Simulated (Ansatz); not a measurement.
This script makes a ranking of structure types by relaxed energy of Os on several prototypes with Ansatz 0.2.0 through its Python package.

`run_prototypes.py`:
```python
"""Relaxed energies of Os in several structure types."""

import warnings

import ansatz
import numpy as np
import pandas as pd
import spglib


def fcc(first, a):
    return (
        ansatz.Lattice.fcc(a)
        .space_group(225)
        .atom(first, (0, 0, 0))
        .primitive()
    )


def hcp(a_site, a):
    return (
        ansatz.Lattice.from_parameters(a, a, 1.633 * a, alpha=90, beta=90, gamma=120)
        .space_group(194)
        .atom(a_site, (1 / 3, 2 / 3, 0.25))
    )


def sc(first, a):
    return (
        ansatz.Lattice.cubic(a)
        .space_group(221)
        .atom(first, (0, 0, 0))
    )


def compute(name, crystal, relax=True):
    calc = (
        crystal.calculation()
        .functional("LDA")
        .basis(450)
        .scf(tolerance=1e-10)
        .kpoints(spacing=0.14)  # sampling of the Brillouin zone
        .occupations("fermi_dirac", width=0.05)
        .stress()  # positive in compression
        .band_table()  # levels at the mesh points
    )
    if relax:
        calc = calc.relax(force_tolerance=0.01, max_steps=40, cell=True)
    return calc.run()

def bulk_modulus(name, outcome, step=0.01):
    # B = -V dP/dV from the pressures of two uniformly scaled cells, atoms held at their fractions
    pressure = []
    for factor in (1 - step, 1.0, 1 + step):
        cell = ansatz.Crystal(lattice=ansatz.Lattice.of(outcome.lattice.cell_ang * factor ** (1 / 3)))
        for site in outcome.report["lattice"]["sites"]:
            cell = cell.atom(site["symbol"], site["position_frac"])
        pressure.append(np.trace(compute(name, cell, relax=False).report["stress_gpa"]) / 3)
    slope, bend = (pressure[0] - pressure[2]) / (2 * step), abs(pressure[0] + pressure[2] - 2 * pressure[1])
    # a jump of mesh or basis between the cells shows as a kink: no modulus then
    return float(slope) if bend < 12 * step**2 * abs(slope) + 0.15 and abs(pressure[1]) < 1.5 else float("nan")

def relaxed_twice(name, crystal):
    # the second pass draws mesh and plane waves anew for the relaxed cell
    first = compute(name, crystal)
    again = ansatz.Crystal(lattice=ansatz.Lattice.of(first.lattice.cell_ang))
    for site in first.report["lattice"]["sites"]:
        again = again.atom(site["symbol"], site["position_frac"])
    return compute(name, again)


def volume_per_atom(outcome):
    return abs(np.linalg.det(outcome.lattice.cell_ang)) / len(outcome.lattice.sites)


def space_group(outcome):
    sites = outcome.report["lattice"]["sites"]
    kinds = sorted({site["symbol"] for site in sites})
    cell = (outcome.lattice.cell_ang, [site["position_frac"] for site in sites], [kinds.index(site["symbol"]) for site in sites])
    return spglib.get_spacegroup(cell, symprec=0.01)


def pressure_gpa(outcome):
    return float(np.trace(outcome.report["stress_gpa"]) / 3)


def main() -> None:
    # starting lattice constants are rough guesses; the relaxation finds the rest
    warnings.simplefilter("ignore", ansatz.DeckWarning)

    phases = {}
    phases["fcc"] = fcc("Os", 3.82)
    phases["hcp"] = hcp("Os", 2.7)
    phases["sc"] = sc("Os", 2.49)

    done = {}
    for name, crystal in phases.items():
        try:
            done[name] = relaxed_twice(name, crystal)
        except ansatz.NonConvergedError as error:
            print(name, "did not converge:", str(error)[:120])

    energy = {name: o.report["energy_sigma0_ev"] / len(o.lattice.sites) for name, o in done.items()}
    lowest = min(energy.values())
    rows = [(name, len(o.lattice.sites), 1000 * (energy[name] - lowest), volume_per_atom(o), space_group(o), pressure_gpa(o), bulk_modulus(name, o)) for name, o in done.items()]
    rows.sort(key=lambda row: row[2])
    print(pd.DataFrame(rows, columns=["phase", "atoms", "dE (meV/atom)", "V (A^3/atom)", "space group", "P (GPa)", "B (GPa)"]).round(4).to_string(index=False))


if __name__ == "__main__":
    main()
```

Which of these structures comes out lowest, and how far apart are they?

By space group at the end of each run: P6_3/mmc (+0 meV an atom, 13.7 Å³), Fm-3m (+145 meV an atom, 13.7 Å³) and Pm-3m (+1616 meV an atom, 15.9 Å³).

What the script printed:

Output of `python run_prototypes.py`:
```text
phase  atoms  dE (meV/atom)  V (A^3/atom)    space group  P (GPa)  B (GPa)
  hcp      2         0.0000       13.6989 P6_3/mmc (194)   0.0008 449.3703
  fcc      1       144.5269       13.7443    Fm-3m (225)   0.0102 440.9116
   sc      1      1621.0760       15.9516    Pm-3m (221)  -0.0009 311.8605
```

Reading the output:
- Pressure is positive in compression.
- Spin-orbit coupling, which matters for elements this heavy, is left out.
- The cells are built on prototypes, so most aren't the phase found in nature. Rows bear the name of their start, and a relaxation keeps or raises the symmetry. Differences under 10 to 15 meV an atom lie within the error of mesh and functional.
- Wall time of the script: 2.7 min on 1 thread of Arm Neoverse V1 (shared host), peak memory 0.54 GiB.
